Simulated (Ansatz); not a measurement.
**C2H5FSn: a ladder of functionals and wavefunction methods**

Aim: compute C2H5FSn with functionals from several rungs and with coupled cluster. The yardstick is the atomisation energy at the CCSD(T) limit.

Method: functionals in def2-TZVPP, the program's frozen cores in correlated methods; program: Ansatz 0.2.0, Gaussian basis.

Plan: LDA (SPW92), PBE-D4, revPBE-D4, BLYP-D4, r2SCAN-D4, B97M-V, PBE0-D4, B3LYP-D4, r2SCANh-D4, r2SCAN0-D4, HSE06-D4, BHLYP-D4, CAM-B3LYP-D4, LC-ωPBE, ωB97X-V, ωB97M-V, B2PLYP, PBE-QIDH; CCSD(T)/def2-SVP; CCSD(T)/def2-TZVPP; MP2/def2-QZVPP; extrapolation to the limit; RPA on PBE.

## (1) The geometry

An earlier PBE0-D4 in a triple-zeta def2 set relaxation fixed the geometry. Sn takes the def2 core potential; no spin-orbit term is included.

SMILES `C=[CH][SnH2][F]`, 9 atoms, charge 0, spin multiplicity 1.

Atoms are counted from 1 here; the program's logs count them from 0.

Bond lengths: C1–C2 1.328 Å, C1–H5 1.087 Å, C1–H6 1.087 Å, C2–Sn3 2.112 Å, C2–H7 1.087 Å, Sn3–F4 1.930 Å, Sn3–H8 1.705 Å, Sn3–H9 1.703 Å. Angles: C2–C1–H5 121.8°, C2–C1–H6 122.5°, H5–C1–H6 115.7°, C1–C2–Sn3 121.5°, C1–C2–H7 119.5°, Sn3–C2–H7 119.0°, C2–Sn3–F4 106.0°, C2–Sn3–H8 111.0°, C2–Sn3–H9 115.3°, F4–Sn3–H8 105.4°, F4–Sn3–H9 103.3°, H8–Sn3–H9 114.6°.

## (2) LDA

This LDA is Slater exchange with PW92 correlation.

File in.yaml:

```yaml
crystal:
  periodic: [false, false, false]
  atoms:
    - {symbol: C, position_ang: [-1.266777, 1.077614, -0.015768]}
    - {symbol: C, position_ang: [-0.762391, -0.092499, -0.389230]}
    - {symbol: Sn, position_ang: [1.133930, -0.738938, 0.277519]}
    - {symbol: F, position_ang: [2.243534, -0.850364, -1.298100]}
    - {symbol: H, position_ang: [-2.243960, 1.414786, -0.353131]}
    - {symbol: H, position_ang: [-0.732816, 1.760508, 0.639925]}
    - {symbol: H, position_ang: [-1.336664, -0.736403, -1.050063]}
    - {symbol: H, position_ang: [1.869377, 0.440263, 1.265304]}
    - {symbol: H, position_ang: [1.184267, -2.321166, 0.906344]}
basis:
  gaussian: {orbitals: def2-TZVPP}
hamiltonian: {xc: lda}
output: {orbitals: {seedname: orbitals}}
```

The runs that follow: PBE-D4 (GGA); revPBE-D4 (GGA); BLYP-D4 (GGA); r2SCAN-D4 (meta-GGA); B97M-V (meta-GGA); PBE0-D4 (hybrid); B3LYP-D4 (hybrid); r2SCANh-D4 (hybrid); r2SCAN0-D4 (hybrid); HSE06-D4 (hybrid); BHLYP-D4 (hybrid); CAM-B3LYP-D4 (range-separated); LC-ωPBE-D4 (range-separated); ωB97X-V (range-separated); ωB97M-V (range-separated); B2PLYP (double hybrid); PBE-QIDH (double hybrid); CCSD(T) in def2-SVP; CCSD(T) in def2-TZVPP; MP2 in def2-QZVPP; RPA on PBE orbitals.

Q: Predict the results of all the runs planned. Wanted: atomisation energy, CCSD(T)/CBS; farthest beyond LDA; mean size of error, GGA; mean size of error, meta-GGA; mean size of error, hybrid; mean size of error, range-separated; mean size of error, double hybrid; gap, smallest and largest; T1 diagnostic.

**Answer**, as computed:

```
                               quantity                                                                                            value
        atomisation energy, CCSD(T)/CBS                                                                                   751.2 kcal/mol
functionals within 7.5 kcal/mol (1.0 %)  PBE-D4, BLYP-D4, r2SCAN-D4, B97M-V, PBE0-D4, B3LYP-D4, HSE06-D4, CAM-B3LYP-D4, ωB97X-V, ωB97M-V
                    farthest beyond LDA                                                                        BHLYP-D4 (-28.5 kcal/mol)
                mean size of error, GGA                                                                                     8.6 kcal/mol
           mean size of error, meta-GGA                                                                                     3.7 kcal/mol
             mean size of error, hybrid                                                                                    13.1 kcal/mol
    mean size of error, range-separated                                                                                     4.1 kcal/mol
      mean size of error, double hybrid                                                                                    12.9 kcal/mol
              gap, smallest and largest                                                        5.17 eV (LDA (SPW92)), 12.37 eV (LC-ωPBE)
                          T1 diagnostic                                                                                           0.0133
triples share of the correlation energy                                                                                            3.4 %
```

LDA overbinds by 101.4 kcal/mol (13 %). PBE-D4 misses by +7.1 kcal/mol. Double hybrids carry the basis error of their MP2 part in triple zeta, and no dispersion term here, so their miss is partly the set-up's. The rungs meta-GGA, range-separated miss on average by less than the doubt on the reference (7.5 kcal/mol), so they tie. The reference freezes the cores and leaves out spin-orbit coupling and excitations past (T), and its outer-core shells are covered unevenly, so misses under about 7.5 kcal/mol can't be ranked. All levels share the lack of spin-orbit coupling, which lowers the free heavy atoms and so the true binding. Hartree-Fock recovers 72 % of the binding; the rest is correlation. CCSD(T) in def2-SVP is off by -46.2 kcal/mol, so the small basis spoils what the method gains. Orbital gaps span 5.2 to 12.4 eV; exact exchange widens them. Correlated methods include outer-core shells of Sn, which these sets cover unevenly.
